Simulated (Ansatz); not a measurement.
# C₃H₄BClS: one species, many methods

One table from this session's results is given with a row withheld; the runs are named, their logs left out.

Program: Ansatz 0.2.0, Gaussian basis. Level of theory: functionals in def2-TZVPP, the program's frozen cores in correlated methods. These are calculated values, not measurements.

Levels to be run: PBE-D4, r2SCAN-D4, PBE0-D4, B3LYP-D4, ωB97X-V, ωB97M-V, B2PLYP; CCSD(T)/def2-TZVPP; MP2/def2-QZVPP; extrapolation to the limit.

## The geometry

The geometry comes from an earlier relaxation with PBE0-D4 in a triple-zeta def2 set; it is a stationary point, not always the lowest conformer.

SMILES `CC#CB(S)Cl`, 10 atoms, charge 0, spin multiplicity 1.

Atoms are counted from 1 here; the program's logs count them from 0.

Bond lengths: C1–C2 1.445 Å, C1–H7 1.093 Å, C1–H8 1.093 Å, C1–H9 1.092 Å, C2–C3 1.209 Å, C3–B4 1.502 Å, B4–S5 1.791 Å, B4–Cl6 1.760 Å, S5–H10 1.344 Å. Angles: C2–C1–H7 110.8°, C2–C1–H8 110.2°, C2–C1–H9 111.2°, H7–C1–H8 107.9°, H7–C1–H9 108.5°, H8–C1–H9 108.1°, C1–C2–C3 179.6°, C2–C3–B4 179.5°, C3–B4–S5 118.4°, C3–B4–Cl6 120.3°, S5–B4–Cl6 121.3°, B4–S5–H10 97.1°.

Geometry (Å):

```xyz
10
charge 0, multiplicity 1
C    -0.1845   -1.8313    1.4554
C    -0.1182   -0.6751    0.5916
C    -0.0698    0.2942   -0.1300
B     0.0007    1.4934   -1.0313
S     1.2799    1.5453   -2.2839
Cl   -1.1537    2.8093   -0.8486
H    -0.4463   -1.5400    2.4754
H    -0.9491   -2.5266    1.0983
H     0.7707   -2.3609    1.4796
H     0.9535    2.7404   -2.8036
```

Set-up of the first run:

File in.yaml:

```yaml
crystal:
  periodic: [false, false, false]
  atoms:
    - {symbol: C, position_ang: [-0.184460, -1.831314, 1.455408]}
    - {symbol: C, position_ang: [-0.118154, -0.675079, 0.591604]}
    - {symbol: C, position_ang: [-0.069839, 0.294220, -0.129962]}
    - {symbol: B, position_ang: [0.000678, 1.493441, -1.031281]}
    - {symbol: S, position_ang: [1.279866, 1.545250, -2.283865]}
    - {symbol: Cl, position_ang: [-1.153713, 2.809292, -0.848620]}
    - {symbol: H, position_ang: [-0.446294, -1.539951, 2.475449]}
    - {symbol: H, position_ang: [-0.949106, -2.526558, 1.098265]}
    - {symbol: H, position_ang: [0.770669, -2.360909, 1.479607]}
    - {symbol: H, position_ang: [0.953453, 2.740409, -2.803606]}
basis:
  gaussian: {orbitals: def2-TZVPP}
hamiltonian: {xc: pbe, dispersion: d4}
output: {forces: true, orbitals: {seedname: orbitals}}
```

Launch:

```
$ ansatz run in.yaml --threads 4 --pin off --events-out ev --progress --plain --max-ram 10444MiB
```

Steps of the session up to this table: PBE-D4 (GGA); r2SCAN-D4 (meta-GGA); PBE0-D4 (hybrid); B3LYP-D4 (hybrid); ωB97X-V (range-separated); ωB97M-V (range-separated); B2PLYP (double hybrid); CCSD(T) in def2-TZVPP; MP2 in def2-QZVPP.

One table of the session follows, with a row left open; its other results are not shown here.

| method | atomisation energy (kJ/mol) |
| --- | --- |
| PBE-D4 | 4297.9 |
| r2SCAN-D4 | 4196.3 |
| PBE0-D4 | 4211.1 |
| B3LYP-D4 | 4150.8 |
| ωB97X-V | 4150.2 |
| ωB97M-V | 4173.5 |
| B2PLYP | 4118.4 |
| HF/def2-TZVPP | 3077.1 |
| MP2/def2-TZVPP | 4159.1 |
| CCSD/def2-TZVPP | ? |
| CCSD(T)/def2-TZVPP | 4029.8 |
| MP2/CBS | 4261.9 |
| CCSD(T)/CBS | 4132.5 |

Q: Estimate the row for CCSD/def2-TZVPP from the others.

The run gave: atomisation energy (kJ/mol): 3948.4. In the column «atomisation energy (kJ/mol)» it lies between HF/def2-TZVPP (3077.1) and CCSD(T)/def2-TZVPP (4029.8).
